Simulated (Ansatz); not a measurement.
# CH8AlBOSi: one species, many methods

One table from this session's results is given with a row withheld; the runs are named, their logs left out.

The runs use Ansatz 0.2.0, Gaussian basis; functionals in def2-TZVPP, the program's frozen cores in correlated methods.

Plan: LDA (SPW92), PBE-D4, revPBE-D4, BLYP-D4, r2SCAN-D4, B97M-V, PBE0-D4, B3LYP-D4, r2SCANh-D4, r2SCAN0-D4, HSE06-D4, BHLYP-D4, CAM-B3LYP-D4, LC-ωPBE, ωB97X-V, ωB97M-V, B2PLYP, PBE-QIDH; CCSD(T)/def2-SVP; CCSD(T)/def2-TZVPP; MP2/def2-QZVPP; extrapolation to the limit; RPA on PBE.

## Structure used throughout

An earlier PBE0-D4 in a triple-zeta def2 set relaxation fixed the geometry.

13 atoms, charge 0, spin multiplicity 1.

Atoms are counted from 1 here; the program's logs count them from 0.

Bond lengths: B1–Si2 1.856 Å, B1–Al3 2.209 Å, B1–H6 1.225 Å, B1–H7 1.195 Å, Si2–Al3 2.734 Å, Si2–H8 1.487 Å, Si2–H9 1.484 Å, Al3–C4 1.940 Å, Al3–O5 1.698 Å, C4–H10 1.095 Å, C4–H11 1.094 Å, C4–H12 1.093 Å, O5–H13 0.956 Å. Angles: Si2–B1–Al3 84.1°, Si2–B1–H6 120.0°, Si2–B1–H7 121.3°, Al3–B1–H6 70.1°, Al3–B1–H7 109.0°, H6–B1–H7 118.2°, B1–Si2–Al3 53.5°, B1–Si2–H8 125.3°, B1–Si2–H9 123.6°, Al3–Si2–H8 93.6°, Al3–Si2–H9 121.7°, H8–Si2–H9 110.6°, B1–Al3–Si2 42.5°, B1–Al3–C4 125.4°, B1–Al3–O5 112.5°, Si2–Al3–C4 107.0°, Si2–Al3–O5 130.9°, C4–Al3–O5 118.3° and more.

Set-up of the first run:

Contents of in.yaml:

```yaml
crystal:
  periodic: [false, false, false]
  atoms:
    - {symbol: B, position_ang: [-0.472049, 1.352173, 1.085984]}
    - {symbol: Si, position_ang: [-1.796377, 1.070851, -0.184092]}
    - {symbol: Al, position_ang: [0.691872, -0.061526, -0.148663]}
    - {symbol: C, position_ang: [0.439635, -1.985022, -0.193458]}
    - {symbol: O, position_ang: [2.205091, 0.562459, -0.601044]}
    - {symbol: H, position_ang: [-0.078657, 0.420420, 1.776759]}
    - {symbol: H, position_ang: [0.117712, 2.389030, 1.149316]}
    - {symbol: H, position_ang: [-2.485056, -0.222273, -0.436725]}
    - {symbol: H, position_ang: [-2.180763, 2.075425, -1.205842]}
    - {symbol: H, position_ang: [0.297797, -2.330548, -1.222299]}
    - {symbol: H, position_ang: [1.317277, -2.504219, 0.202160]}
    - {symbol: H, position_ang: [-0.433985, -2.300205, 0.382457]}
    - {symbol: H, position_ang: [2.397905, 1.498534, -0.589752]}
basis:
  gaussian: {orbitals: def2-TZVPP}
hamiltonian: {xc: lda}
output: {orbitals: {seedname: orbitals}}
```

On the command line:

```sh
$ ansatz run in.yaml --threads 4 --pin off --events-out ev --progress --plain --max-ram 10444MiB
```

Steps of the session up to this table: LDA; PBE-D4 (GGA); revPBE-D4 (GGA); BLYP-D4 (GGA); r2SCAN-D4 (meta-GGA); B97M-V (meta-GGA); PBE0-D4 (hybrid); B3LYP-D4 (hybrid); r2SCANh-D4 (hybrid); r2SCAN0-D4 (hybrid); HSE06-D4 (hybrid); BHLYP-D4 (hybrid); CAM-B3LYP-D4 (range-separated); LC-ωPBE (range-separated); ωB97X-V (range-separated); ωB97M-V (range-separated); B2PLYP (double hybrid); PBE-QIDH (double hybrid).

One of the session's tables, all rows but one given; the rest of the session is left out.

It belongs to the step «Frontier levels by functional». 

```
  functional  HOMO (eV)  LUMO (eV)  gap (eV)
 LDA (SPW92)      -6.05      -2.98      3.07
      PBE-D4      -5.91      -2.77      3.14
   revPBE-D4      -5.85      -2.68      3.17
     BLYP-D4      -5.72      -2.57      3.15
   r2SCAN-D4      -6.09      -2.62      3.47
      B97M-V      -6.15      -2.65      3.51
     PBE0-D4      -6.85      -1.99      4.86
    B3LYP-D4      -6.64      -2.12      4.53
  r2SCANh-D4          ?          ?         ?
  r2SCAN0-D4      -6.98      -1.92      5.06
    HSE06-D4      -6.46      -2.36      4.10
    BHLYP-D4      -7.62      -1.04      6.58
CAM-B3LYP-D4      -7.99      -0.91      7.08
     LC-ωPBE      -9.24       0.06      9.30
     ωB97X-V      -8.94       0.03      8.97
     ωB97M-V      -8.77      -0.15      8.62
```

Q: Estimate the row for r2SCANh-D4 from the others.

Worked estimate for «HOMO (eV)». Against the share of exact exchange, r2SCAN-D4 (0, -6.09), r2SCAN0-D4 (0.25, -6.98) give a slope of -3.56 per unit share; at 0.1 the line stands at -6.45.

As computed: HOMO (eV): -6.45; LUMO (eV): -2.34; gap (eV): 4.11. In «HOMO (eV)» the line misses by 0.00.
